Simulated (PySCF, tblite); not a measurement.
# C₄H₆GeO₂S₂: geometry, infrared bands and NMR shifts

What infrared bands and NMR shifts should C₄H₆GeO₂S₂ (`CS[C](=C=S)[GeH2][C](=O)O`) show?

Programs: tblite 0.8.0 and PySCF 2.14.0, with density-fitted response routines of our own. Each step states its level of theory. These are calculated values for one molecule in the gas phase, unless marked as measured. Atoms are numbered from 0 throughout.

### 1 Starting geometry

15 atoms, charge 0, multiplicity 1; geometry from: force field or distance geometry start.

Bonds of the start (Å): C0–S1 1.82, S1–C2 1.77, C2–C3 1.32, C3–S4 1.60, C2–Ge5 1.93, Ge5–C6 1.91, C6–O7 1.26, C6–O8 1.37, C0–H9 1.12, C0–H10 1.11, C0–H11 1.10, Ge5–H12 1.57, Ge5–H13 1.56, O8–H14 1.04.

### 2 Relaxing the molecule with GFN2-xTB

The job: settings as JSON, then the geometry in Å.

```
{"job": {"kind": "relax", "xc": "GFN2-xTB", "basis": "xTB"}, "charge": 0, "multiplicity": 1}
C      3.180700     0.264400     0.041100
S      1.797600    -0.818900     0.519600
C      0.374800    -0.317500    -0.398400
C      0.444000     0.687600    -1.250400
S      0.531000     1.927600    -2.262300
Ge    -1.263900    -1.290900    -0.103000
C     -2.731100    -0.076200    -0.030700
O     -3.886000    -0.582800    -0.003300
O     -2.605900     1.291900     0.007000
H      2.994300     0.593700    -1.012400
H      3.205100     1.130100     0.734500
H      4.090200    -0.354100     0.136800
H     -1.179500    -2.020200     1.279800
H     -1.513900    -2.341800    -1.233300
H     -3.441600     1.915100     0.047300
```

Launch:

```
OMP_NUM_THREADS=1 python probes_run.py task.json out
```

One launch serves the whole session: the jobs run in the order shown.

**Question.** This job is followed by: GFN2-xTB harmonic vibrations, gas phase; GIAO PBE0/pcSseg-1 NMR shielding, non-relativistic, gas phase. What will the session give for the following? strongest single infrared mode (GFN2-xTB); zero-point energy (GFN2-xTB); ¹³C shifts against TMS (PBE0/pcSseg-1); ¹H shifts against TMS (PBE0/pcSseg-1, means over atoms taken as alike); ³³S shifts against CS2 (PBE0/pcSseg-1); ⁷³Ge shifts against GeMe4 (PBE0/pcSseg-1); ¹⁷O shifts against H2O (PBE0/pcSseg-1).

The runs gave:

| quantity | value |
| --- | --- |
| strongest single infrared mode (GFN2-xTB) | 1852 cm⁻¹, 503 km/mol |
| zero-point energy (GFN2-xTB) | 53.8 kcal/mol |
| ¹³C shifts against TMS (PBE0/pcSseg-1) | 263.9, 176.9, 70.8, 21.3 ppm |
| ¹H shifts against TMS (PBE0/pcSseg-1, means over atoms taken as alike) | 6.72, 4.81, 2.24 ppm |
| ³³S shifts against CS2 (PBE0/pcSseg-1) | 371, -100 ppm |
| ⁷³Ge shifts against GeMe4 (PBE0/pcSseg-1) | -145 ppm |
| ¹⁷O shifts against H2O (PBE0/pcSseg-1) | 506.2, 234.0 ppm |

Over 152 steps the energy fell by 0.739 eV; of the close pairs, Ge5–C6 changed most, 1.906 to 1.994 Å. No mode is imaginary among the 39: a minimum at this level. The strongest single mode, at 1852 cm⁻¹, moves mainly C3. Unscaled tight-binding wavenumbers are off by several per cent, some by more. Its intensities can rank the bands wrongly. At PBE0/pcSseg-1: Shielding is most anisotropic at S4 (span 827 ppm, paramagnetic term -926 ppm). Spin-orbit coupling is left out, which matters for shieldings and couplings at and beside the heavy atoms.
